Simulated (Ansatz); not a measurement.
**C2H2Cl2Sn (SMILES C#[C][SnH]([Cl])[Cl]) at HF/STO-3G**

Aim: the vertical ionisation energy of C2H2Cl2Sn at HF/STO-3G, from 2 runs. 

The results are computed with Ansatz 0.2.0.

49 further runs of the same task are left out: 7 that didn't finish, 42 set aside as unsound or not needed.

## Step 1: The molecule

C2H2Cl2Sn has 7 atoms, charge 0, and is taken as a singlet. SMILES: `C#[C][SnH]([Cl])[Cl]`. The coordinates come from a PBE0-D4/def2-TZVP relaxation.

Bond lengths: C1–C2 1.205 Å, C2–Sn3 2.058 Å, Sn3–Cl4 2.309 Å, Sn3–Cl5 2.309 Å, C1–H6 1.067 Å, Sn3–H7 1.691 Å. Angles: C1–C2–Sn3 179.2°, C2–Sn3–Cl4 107.9°, C2–Sn3–Cl5 107.9°, Cl4–Sn3–Cl5 106.8°, C2–C1–H6 179.7°, C2–Sn3–H7 115.3°, Cl4–Sn3–H7 109.3°, Cl5–Sn3–H7 109.3°.

## Step 2: The energy at HF/STO-3G

File job.yaml:

```yaml
crystal:
  periodic: [false, false, false]
  atoms:
    - symbol: C
      position_ang: [-1.668000, 1.349700, 0.386500]
    - symbol: C
      position_ang: [-0.744900, 0.592400, 0.224500]
    - symbol: Sn
      position_ang: [0.833800, -0.704500, -0.025300]
    - symbol: Cl
      position_ang: [0.163900, -2.365900, -1.482000]
    - symbol: Cl
      position_ang: [2.540200, 0.448400, -1.069500]
    - symbol: H
      position_ang: [-2.485300, 2.020900, 0.525300]
    - symbol: H
      position_ang: [1.421600, -1.409000, 1.394900]
basis:
  gaussian:
    orbitals: STO-3G
hamiltonian:
  xc: hf
accuracy: high
output: {orbitals: {seedname: orbitals}}
```

Command:

```
$ ansatz run job.yaml --threads 1 --pin off --max-ram 3480MiB --events-out events.jsonl --progress --plain --runs-dir runs
```

Standard output:

```text
Warning: RAYON_NUM_THREADS=1 ignored (pool sized by the plan → 1); use --threads N
Functional definition: HF
  name "HF"
  exchange = exact_x
  correlation = 0
1117 factors; integrals over basis functions are off by at most 6.6e-9 eV
mean field evaluation 1: about -189077.2480 eV, gradient 1.7e1 eV
mean field evaluation 2: about -189077.2845 eV, gradient 1.7e1 eV
mean field evaluation 4: about -189078.9243 eV, gradient 3.0e0 eV
mean field evaluation 8: about -189078.9453 eV, gradient 1.3e-5 eV
mean field -189078.94527233 eV, -6948.5230764458 hartree, gradient 2.1e-8 eV, S^2 0.000000; 0 other end points of the search recorded, 0 dependent functions left out
reference -189078.94527233 eV, -6948.5230764458 hartree; 49, 49 occupied and 8, 8 virtual orbitals, 1117 factors
Total energy: -189078.94527233 eV, -6948.5230764458 hartree
```

Run time: 1.8 s. Hardware: 1 thread of Arm Neoverse V1, shared host; peak memory 0.16 GiB.

## Step 3: The doublet cation

File in.yaml:

```yaml
crystal:
  periodic: [false, false, false]
  atoms:
    - symbol: C
      position_ang: [-1.668000, 1.349700, 0.386500]
    - symbol: C
      position_ang: [-0.744900, 0.592400, 0.224500]
    - symbol: Sn
      position_ang: [0.833800, -0.704500, -0.025300]
    - symbol: Cl
      position_ang: [0.163900, -2.365900, -1.482000]
    - symbol: Cl
      position_ang: [2.540200, 0.448400, -1.069500]
    - symbol: H
      position_ang: [-2.485300, 2.020900, 0.525300]
    - symbol: H
      position_ang: [1.421600, -1.409000, 1.394900]
basis:
  gaussian:
    orbitals: STO-3G
total_charge: 1
magnetization:
  spin_polarized: true
  initial_magnetization: 1
hamiltonian:
  xc: hf
accuracy: high
output: {orbitals: {seedname: orbitals}}
```

Command:

```
$ ansatz run in.yaml --threads 1 --pin off --max-ram 3480MiB --events-out events.jsonl --progress --plain --runs-dir runs
```

Standard output:

```text
Warning: RAYON_NUM_THREADS=1 ignored (pool sized by the plan → 1); use --threads N
Functional definition: HF
  name "HF"
  exchange = exact_x
  correlation = 0
1117 factors; integrals over basis functions are off by at most 6.6e-9 eV
mean field evaluation 1: about -189067.5205 eV, gradient 1.5e1 eV
mean field evaluation 2: about -189067.5590 eV, gradient 1.5e1 eV
mean field evaluation 4: about -189070.4409 eV, gradient 9.9e-1 eV
mean field evaluation 8: about -189070.4676 eV, gradient 1.4e-2 eV
mean field evaluation 16: about -189070.4642 eV, gradient 1.9e-8 eV
mean field evaluation 32: about -189070.4455 eV, gradient 5.5e-2 eV
mean field evaluation 64: about -189057.1532 eV, gradient 1.5e1 eV
mean field evaluation 96: about -189070.4485 eV, gradient 4.8e-2 eV
mean field evaluation 128: about -189070.2688 eV, gradient 2.8e0 eV
mean field -189070.46421129 eV, -6948.2114032013 hartree, gradient 2.0e-8 eV, S^2 0.756255; 3 other end points of the search recorded, 0 dependent functions left out
reference -189070.46421129 eV, -6948.2114032013 hartree; 49, 48 occupied and 8, 9 virtual orbitals, 1117 factors
Total energy: -189070.46421129 eV, -6948.2114032013 hartree
```

Run time: 9 s. Hardware: 1 thread of Arm Neoverse V1, shared host; peak memory 0.26 GiB.

## Step 4: Outcome

Level: HF/STO-3G.

| quantity | value |
| --- | --- |
| singlet C2H2Cl2Sn: total energy | -6948.52308 Eh |
| singlet C2H2Cl2Sn: HOMO energy | -9.68 eV |
| singlet C2H2Cl2Sn: LUMO energy | 6.73 eV |
| singlet C2H2Cl2Sn: HOMO–LUMO gap | 16.41 eV |
| doublet cation: total energy | -6948.21140 Eh |
| doublet cation: HOMO energy (highest over α and β) | -14.76 eV |
| doublet cation: LUMO energy (lowest over α and β) | -7.30 eV |
| doublet cation: ⟨S²⟩ | 0.756 |
| vertical ionisation energy (to the doublet cation) | 8.481 eV |

In words: Removing an electron at fixed nuclei costs 8.48 eV (196 kcal/mol). −ε(HOMO) before ionisation, 9.68 eV, is 1.20 eV above this ionisation energy. In a minimal basis such a difference can be off by several eV, whatever the method. Relativity is left out (singlet C2H2Cl2Sn) although the molecule holds a heavy atom. Relativity is left out (doublet cation) although the molecule holds a heavy atom.
